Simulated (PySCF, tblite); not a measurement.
# C4H7N3O2Si: infrared bands and NMR shifts

What infrared bands and NMR shifts should C4H7N3O2Si (`COC(=O)c1cnn([SiH3])n1`) show?

Computed with tblite 0.8.0 and PySCF 2.14.0, with density-fitted response routines of our own, on a single molecule in the gas phase. Atoms are numbered from 0 throughout.

### Step 1. The starting structure

17 atoms, charge 0, multiplicity 1; geometry from: GFN2-xTB.

Bonds of the start (Å): C0–O1 1.42, O1–C2 1.33, C2–O3 1.21, C2–C4 1.47, C4–C5 1.41, C5–N6 1.31, N6–N7 1.33, N7–Si8 1.77, N7–N9 1.31, N9–C4 1.33, C0–H10 1.09, C0–H11 1.09, C0–H12 1.09, C5–H13 1.07, Si8–H14 1.46, Si8–H15 1.46, Si8–H16 1.46.

### Step 2. Vibrational analysis with GFN2-xTB

The job: settings as JSON, then the geometry in Å.

```
{"job": {"kind": "ir", "xc": "GFN2-xTB", "basis": "xTB"}, "charge": 0, "multiplicity": 1}
C      3.233399     1.301555    -0.043385
O      1.869559     0.942913     0.116394
C      1.552761    -0.306075    -0.230671
O      2.344581    -1.111459    -0.657656
C      0.126461    -0.593884    -0.034803
C     -0.551442    -1.806976    -0.296105
N     -1.815747    -1.636508     0.017543
N     -1.908564    -0.386002     0.448258
Si    -3.419554     0.351942     1.000188
N     -0.770890     0.266779     0.431091
H      3.313584     2.336085     0.279600
H      3.870041     0.656354     0.566108
H      3.532620     1.199304    -1.088817
H     -0.164935    -2.727753    -0.678091
H     -3.643570     1.503211     0.130910
H     -3.188743     0.746901     2.386519
H     -4.386558    -0.724356     0.836285
```

**Question.** This job is followed by: GIAO PBE0/pcSseg-1 NMR shielding, non-relativistic, gas phase. What will the session give for the following? strongest single infrared mode (GFN2-xTB); zero-point energy (GFN2-xTB); 13C shifts against TMS (PBE0/pcSseg-1); 1H shifts against TMS (PBE0/pcSseg-1, means over atoms taken as alike); 17O shifts against H2O (PBE0/pcSseg-1); 15N shifts against NH3 (PBE0/pcSseg-1); 29Si shifts against TMS (PBE0/pcSseg-1).

As calculated:

| quantity | value |
| --- | --- |
| strongest single infrared mode (GFN2-xTB) | 1179 cm⁻¹, 417 km/mol |
| zero-point energy (GFN2-xTB) | 70.2 kcal/mol |
| 13C shifts against TMS (PBE0/pcSseg-1) | 169.0, 150.1, 145.4, 53.8 ppm |
| 1H shifts against TMS (PBE0/pcSseg-1, means over atoms taken as alike) | 8.39, 5.32, 4.15 ppm |
| 17O shifts against H2O (PBE0/pcSseg-1) | 426.5, 187.6 ppm |
| 15N shifts against NH3 (PBE0/pcSseg-1) | 390.5, 385.0, 273.9 ppm |
| 29Si shifts against TMS (PBE0/pcSseg-1) | -42.4 ppm |

**Reading.** The lowest mode is imaginary (24i cm⁻¹), so the xTB geometry is not a minimum. The strongest single mode, at 1179 cm⁻¹, is carried by C2, O1, N7. GFN2-xTB is a fitted tight-binding method: band positions and strengths are rough. Its intensities can rank the bands wrongly. C2 (ester carbonyl carbon) lies farthest downfield among carbon, at 169.0 ppm; it is a carbonyl in resonance with an O or N lone pair, the region of acids, esters and amides. At PBE0/pcSseg-1: The widest tensor belongs to O3: span 661 ppm, with a paramagnetic part of -494 ppm. NICS(1)zz of -33 ppm above the planar ring from C4 marks a diatropic (aromatic) ring current.
